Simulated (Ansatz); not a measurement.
**C3H10BFO: a ladder of functionals and wavefunction methods**

An exercise on one series of results from a longer session: the logs are not shown, and one member is left open.

Method: functionals in def2-TZVPP, the program's frozen cores in correlated methods; program: Ansatz 0.2.0, Gaussian basis.

Levels to be run: LDA (SPW92), PBE-D4, revPBE-D4, BLYP-D4, r2SCAN-D4, B97M-V, PBE0-D4, B3LYP-D4, r2SCANh-D4, r2SCAN0-D4, HSE06-D4, BHLYP-D4, CAM-B3LYP-D4, LC-ωPBE, ωB97X-V, ωB97M-V, B2PLYP, PBE-QIDH; CCSD(T)/def2-SVP; MP2/def2-TZVPP; MP2/def2-QZVPP; RPA on PBE.

**The relaxed structure**

The geometry comes from an earlier relaxation with PBE0-D4 in a triple-zeta def2 set; it is a stationary point, not always the lowest conformer.

SMILES `C[OH+][B-](C)(C)F`, 16 atoms, charge 0, spin multiplicity 1.

Atoms are counted from 1 here; the program's logs count them from 0.

Bond lengths: C1–O2 1.433 Å, C1–H7 1.090 Å, C1–H8 1.087 Å, C1–H9 1.090 Å, O2–B3 1.772 Å, O2–H10 0.964 Å, B3–C4 1.592 Å, B3–C5 1.589 Å, B3–F6 1.389 Å, C4–H11 1.095 Å, C4–H12 1.093 Å, C4–H13 1.097 Å, C5–H14 1.095 Å, C5–H15 1.094 Å, C5–H16 1.095 Å. Angles: O2–C1–H7 110.5°, O2–C1–H8 106.5°, O2–C1–H9 109.3°, H7–C1–H8 109.9°, H7–C1–H9 111.0°, H8–C1–H9 109.6°, C1–O2–B3 116.7°, C1–O2–H10 109.5°, B3–O2–H10 103.8°, O2–B3–C4 100.5°, O2–B3–C5 104.0°, O2–B3–F6 100.0°, C4–B3–C5 119.8°, C4–B3–F6 113.9°, C5–B3–F6 114.5°, B3–C4–H11 109.1°, B3–C4–H12 113.0°, B3–C4–H13 113.1° and more.

Coordinates:

```
C     0.25790    1.50484    1.48211
O     0.70404    0.28785    0.87198
B    -0.05766   -0.15744   -0.66464
C     0.90651   -1.33300   -1.13763
C    -1.56195   -0.48184   -0.26972
F     0.11125    1.02815   -1.36896
H     0.26744    2.32008    0.75803
H    -0.75844    1.32581    1.82296
H     0.89472    1.73323    2.33710
H     1.63959    0.36302    0.65155
H     0.57540   -1.69502   -2.11610
H     0.89911   -2.19089   -0.45976
H     1.94670   -1.00970   -1.27116
H    -2.08586   -0.85327   -1.15660
H    -1.64153   -1.26031    0.49417
H    -2.12013    0.39590    0.07105
```

The first run:

The input, in.yaml:

```yaml
crystal:
  periodic: [false, false, false]
  atoms:
    - {symbol: C, position_ang: [0.257899, 1.504842, 1.482111]}
    - {symbol: O, position_ang: [0.704038, 0.287845, 0.871981]}
    - {symbol: B, position_ang: [-0.057656, -0.157438, -0.664642]}
    - {symbol: C, position_ang: [0.906513, -1.332997, -1.137628]}
    - {symbol: C, position_ang: [-1.561955, -0.481841, -0.269718]}
    - {symbol: F, position_ang: [0.111254, 1.028152, -1.368956]}
    - {symbol: H, position_ang: [0.267439, 2.320078, 0.758031]}
    - {symbol: H, position_ang: [-0.758444, 1.325813, 1.822957]}
    - {symbol: H, position_ang: [0.894723, 1.733229, 2.337101]}
    - {symbol: H, position_ang: [1.639588, 0.363023, 0.651549]}
    - {symbol: H, position_ang: [0.575396, -1.695023, -2.116097]}
    - {symbol: H, position_ang: [0.899110, -2.190890, -0.459757]}
    - {symbol: H, position_ang: [1.946704, -1.009702, -1.271164]}
    - {symbol: H, position_ang: [-2.085855, -0.853274, -1.156596]}
    - {symbol: H, position_ang: [-1.641527, -1.260313, 0.494174]}
    - {symbol: H, position_ang: [-2.120129, 0.395898, 0.071054]}
basis:
  gaussian: {orbitals: def2-TZVPP}
hamiltonian: {xc: lda}
output: {orbitals: {seedname: orbitals}}
```

Command:

```console
ansatz run in.yaml --threads 4 --pin off --events-out ev --progress --plain --max-ram 11315MiB
```

Among the steps run: LDA; PBE-D4 (GGA); revPBE-D4 (GGA); BLYP-D4 (GGA); r2SCAN-D4 (meta-GGA); B97M-V (meta-GGA); PBE0-D4 (hybrid); B3LYP-D4 (hybrid); r2SCANh-D4 (hybrid); r2SCAN0-D4 (hybrid); HSE06-D4 (hybrid); BHLYP-D4 (hybrid); CAM-B3LYP-D4 (range-separated); LC-ωPBE (range-separated); ωB97X-V (range-separated); ωB97M-V (range-separated); B2PLYP (double hybrid); PBE-QIDH (double hybrid).

One of the session's tables, all rows but one given; the rest of the session is left out.

It belongs to the step «Orbital energies across the functionals». 

| functional | HOMO (eV) | LUMO (eV) | gap (eV) |
| --- | --- | --- | --- |
| LDA (SPW92) | ? | ? | ? |
| PBE-D4 | -6.29 | -0.56 | 5.73 |
| revPBE-D4 | -6.22 | -0.45 | 5.77 |
| BLYP-D4 | -6.22 | -0.58 | 5.64 |
| r2SCAN-D4 | -6.59 | 0.09 | 6.68 |
| B97M-V | -6.72 | -0.32 | 6.41 |
| PBE0-D4 | -7.77 | 0.35 | 8.12 |
| B3LYP-D4 | -7.57 | -0.02 | 7.55 |
| r2SCANh-D4 | -7.15 | 0.38 | 7.52 |
| r2SCAN0-D4 | -7.97 | 0.78 | 8.75 |
| HSE06-D4 | -7.36 | -0.02 | 7.34 |
| BHLYP-D4 | -9.21 | 1.01 | 10.22 |
| CAM-B3LYP-D4 | -9.24 | 1.13 | 10.38 |
| LC-ωPBE | -10.55 | 2.50 | 13.06 |
| ωB97X-V | -10.23 | 2.27 | 12.49 |
| ωB97M-V | -10.12 | 1.82 | 11.93 |

Q: Estimate the row for LDA (SPW92) from the others.

**Answer.** HOMO (eV): -6.43; LUMO (eV): -0.75; gap (eV): 5.68. In the column «HOMO (eV)» it lies between r2SCAN-D4 (-6.59) and PBE-D4 (-6.29).
